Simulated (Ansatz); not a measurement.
**Se (sc type): how the settings move a single-point run**

Question: which choices in the input matter for Se (sc type)?

Program: Ansatz 0.2.0. Level of theory: reference: DFT, LDA, all-electron PAW with datasets made for the crystal, scalar-relativistic. These are calculated values, not measurements.

1 further run of the same task is left out (it didn't finish). Runs told in other sessions of the task aren't counted.

### 1 The structure to begin with

The structure is cubic, space group Pm-3m (No. 221). The conventional cell has a = 2.769 Å, b = 2.769 Å, c = 2.769 Å, α = 90.00°, β = 90.00°, γ = 90.00°. Around Se (site symmetry m-3m) lie 6 Se at 2.77 Å.

Structure file:

```cif
data_structure
_symmetry_space_group_name_H-M 'P 1'
_symmetry_Int_Tables_number 1
_cell_length_a 2.7692
_cell_length_b 2.7692
_cell_length_c 2.7692
_cell_angle_alpha 90.000
_cell_angle_beta 90.000
_cell_angle_gamma 90.000
_cell_volume 21.24
loop_
_atom_site_label
_atom_site_type_symbol
_atom_site_fract_x
_atom_site_fract_y
_atom_site_fract_z
_atom_site_occupancy
Se1 Se 0.00000 0.00000 0.00000 1
```

### 2 Baseline

input.yaml reads:

```yaml
crystal:
  lattice:
    - [2.769225275, 0.0, 0.0]
    - [0.0, 2.769225275, 0.0]
    - [0.0, 0.0, 2.769225275]
  atoms:
    - { symbol: Se, position: [0.0, 0.0, 0.0] }
kpoints:
  mp_grid: { grid: [13, 13, 13] }
scf:
  occupations: { method: fermi_dirac, width: 0.08 }
hamiltonian:
  xc: lda
  pseudopotentials: { kind: all_electron, datasets: crystal }
output:
  forces: true
  stress: true
  eigenvalues: true
```

Run with:

```sh
$ ansatz run input.yaml --threads 1 --pin off --max-ram 2048MiB --backend cpu --events-out ev --progress --plain --runs-dir out
```

### 3 Changed: mp_grid.grid [16, 16, 16], mp_grid.shift [0.5, 0.5, 0.5], n_extra_bands 32

input.yaml, as its differences from that of step 2:

```diff
@@ -8,5 +8,6 @@
 kpoints:
-  mp_grid: { grid: [13, 13, 13] }
+  mp_grid: { grid: [16, 16, 16], shift: [0.5, 0.5, 0.5] }
 scf:
   occupations: { method: fermi_dirac, width: 0.08 }
+  n_extra_bands: 32
 hamiltonian:
```

What does the calculation give? Wanted: for each run, ending; energy change; pressure; gap; force.

As calculated:

| run | ending | energy change | pressure (GPa) | gap (eV) | force (eV/Å) | cycles | time |
| --- | --- | --- | --- | --- | --- | --- | --- |
| reference | converged | 0 | 0.0 | 0.00 | 0.00 | 6 | 2.7 s |
| 1: mp_grid.grid [16, 16, 16], mp_grid.shift [0.5, 0.5, 0.5], n_extra_bands 32 | converged | +1.8 meV/atom | 0.0 | 0.00 | 0.00 | 6 | 7.5 s |

Residual by cycle in the longest SCF loop of each run; runs are numbered as in the table. The quantity is the density residual dr2, in eV.

| cycle | reference | run 1 |
| --- | --- | --- |
| 1 | 0.0231 | 0.0234 |
| 2 | 0.00522 | 0.00525 |
| 3 | 1.9e-5 | 2.4e-5 |
| 4 | 2.1e-6 | 2.1e-6 |
| 5 | 1.4e-7 | 2.9e-7 |
| 6 | 7.0e-10 | 1.0e-9 |

What this shows: Changing the k-point mesh and band count moves the energy by +1.8 meV/atom. Sampling errors of the energy have no fixed sign. The other settings changed steer the path, not the converged energy, so the shift is the mesh's. Cost: 7.5 s against 2.7 s. Semilocal functionals close small gaps, so the missing gap need not be the real solid's.
